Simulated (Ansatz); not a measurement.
**Sn2TeSe: the band gap up the ladder of functionals**

One table from this session's results is given with a row withheld; the runs are named, their logs left out.

The runs shown are made with Ansatz 0.2.0. PAW datasets, plane waves. Spin-unpolarised throughout. Whether this structure exists isn't addressed.

## The system as given

The cell was relaxed beforehand with r2SCAN.

The symmetry is P4/mmm (No. 123, tetragonal); conventional cell a = 4.381 Å, c = 6.226 Å, 29.87 Å³ an atom. Around Se lie 6 Sn at 3.10–3.11 Å; around Sn lie 4 Te at 3.10 Å and 2 Se at 3.11 Å; around Te lie 6 Sn at 3.10–3.11 Å; around Sn lie 4 Se at 3.10 Å and 2 Te at 3.11 Å.

As a file:

```
CELL_PARAMETERS angstrom
4.38098 0.00000 0.00000
0.00000 4.38098 0.00000
0.00000 0.00000 6.22622
ATOMIC_POSITIONS crystal
Se 0.00000 0.00000 0.00000
Sn 0.00000 0.00000 0.50000
Te 0.50000 0.50000 0.50000
Sn 0.50000 0.50000 0.00000
```

The first run:

File input.yaml:

```yaml
crystal:
  lattice:
    - [4.3809765004, 0.0, 0.0]
    - [0.0, 4.3809765004, 0.0]
    - [0.0, 0.0, 6.2262160171]
  atoms:
    - { symbol: Se, position: [0.0, 0.0, 0.0] }
    - { symbol: Sn, position: [0.0, 0.0, 0.5] }
    - { symbol: Te, position: [0.5, 0.5, 0.5] }
    - { symbol: Sn, position: [0.5, 0.5, 0.0] }
kpoints:
  mp_grid: { grid: [6, 6, 4] }
  band_path:
    path:
      - [[0.0, 0.0, 0.0], [1.88717248434e-52, 0.5, 0.0], [0.5, 0.5, 0.0], [0.0, 0.0, 0.0], [0.0, 0.0, 0.5], [1.88717248434e-52, 0.5, 0.5], [0.5, 0.5, 0.5], [0.0, 0.0, 0.5]]
      - [[1.88717248434e-52, 0.5, 0.0], [1.88717248434e-52, 0.5, 0.5]]
      - [[0.5, 0.5, 0.0], [0.5, 0.5, 0.5]]
    npoints: 10
hamiltonian:
  xc: pbe
scf:
  occupations: { method: fermi_dirac, width: 0.02 }
  n_extra_bands: 5
output:
  forces: true
  stress: true
  eigenvalues: true
```

Run with:

```sh
ansatz run input.yaml --threads 2 --pin off --max-ram 2211MiB --backend cpu --events-out ev --progress --plain --runs-dir out
```

Steps of the session up to this table: PBE band path; r2SCAN at the same geometry; Single point with HSE06; Single point with PBE+SOC.

One of the session's tables, all rows but one given; the rest of the session is left out.

| level | gap (eV) |
| --- | --- |
| PBE | -0.23 |
| r2SCAN | -0.25 |
| HSE06 | -0.23 |
| PBE+SOC | ? |

**Question.** Estimate the row for PBE+SOC.

**Answer.** gap (eV): -0.18. In the column «gap (eV)» it is the highest.

Meshes: PBE 6×6×4, r2SCAN 6×6×4, HSE06 4×4×4, PBE+SOC 6×6×4

To keep in mind: Warnings in the runs' records: stress exchange threshold loose, stress scf threshold loose.
